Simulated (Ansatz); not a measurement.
# GaPH+ (singlet): wave-function methods side by side, cc-pVDZ

One table from this session's results is given with a row withheld; the runs are named, their logs left out.

The runs use Ansatz 0.2.0, Gaussian basis; cc-pVDZ, core rule «outside noble gas», up to 19 orbitals frozen.

The runs, in order: UHF; CCSD(T) on RHF; CCSD(T) on UHF; BCCD(T) on RHF; CISD; CCSDT(Q) on RHF; CCSDT(Q) on UHF.

27 further runs of the same task are left out: 7 for a known fault of the program, 8 that didn't finish, 12 set aside as unsound or not needed.

## What is computed

The geometry is a PBE0/def2-TZVP stationary point (not a proven minimum) of the parent state, kept for this charge and spin. No spin-orbit coupling is included. The filled d shell of Ga may be among the frozen orbitals whatever the setting's name suggests; the logs give the count.

3 atoms, charge 1, spin multiplicity 1.

Atoms are counted from 1 here; the program's logs count them from 0.

Bond lengths: P1–Ga2 2.128 Å, Ga2–H3 1.551 Å. Angles: P1–Ga2–H3 180.0°.

Coordinates:

```
P     0.00000    0.00000    1.93580
Ga    0.00000    0.00000   -0.19220
H     0.00000    0.00000   -1.74360
```

Set-up of the first run:

The input, in.yaml:

```yaml
crystal:
  periodic: [false, false, false]
  atoms:
    - {symbol: P, position_ang: [0.000000, 0.000000, 1.935800]}
    - {symbol: Ga, position_ang: [0.000000, 0.000000, -0.192200]}
    - {symbol: H, position_ang: [0.000000, 0.000000, -1.743600]}
basis:
  gaussian: {orbitals: cc-pVDZ}
total_charge: 1
magnetization: {spin_polarized: true, initial_magnetization: 0}
hamiltonian: {xc: hf}
output: {orbitals: {seedname: orbitals}}
```

Command:

```bash
> ansatz run in.yaml --threads 1 --pin off --events-out ev --progress --plain --max-ram 2393MiB
```

Among the steps run: UHF; CCSD(T) on RHF; CCSD(T) on UHF; BCCD(T) on RHF; CISD; CCSDT(Q) on RHF; CCSDT(Q) on UHF.

One of the session's tables, all rows but one given; the rest of the session is left out.

It belongs to the step «Misses and costs». 

```
   method  from RCCSDT(Q) (kJ/mol)
      RHF                   +465.7
      UHF                   +337.5
     RMP2                   +133.5
     UMP2                    +47.1
    RCCSD                    +38.4
    UCCSD                    -42.2
 RCCSD(T)                    +22.1
 UCCSD(T)                    -59.7
  BCCD(T)                    +22.2
   RCCSDT                     +5.2
   UCCSDT                    -86.4
RCCSDT(Q)                        0
UCCSDT(Q)                        ?
```

Estimate the missing values for UCCSDT(Q).

The run gave: from RCCSDT(Q) (kJ/mol): -93.1. In the column «from RCCSDT(Q) (kJ/mol)» it is the lowest.

Not comparable, so not listed: CISD (they don't share determinant, frozen orbitals or solution with the rows shown, or repeat one).

To keep in mind: The determinant is far from a pure spin state, so its energy mixes those of several spin states (harmless only where they are near-degenerate, as at dissociation). The report flags that the cluster equations may have other roots. The program flags UCCSD(T), RCCSDT(Q), UCCSDT(Q) as in doubt, so the zero of the table is itself unsure. Warnings: restricted reference is unstable; spin contamination. Restricted and unrestricted rows rest on different reference determinants; where their highest levels disagree by more than a few hundredths of an eV, they describe different states and don't form one ladder.
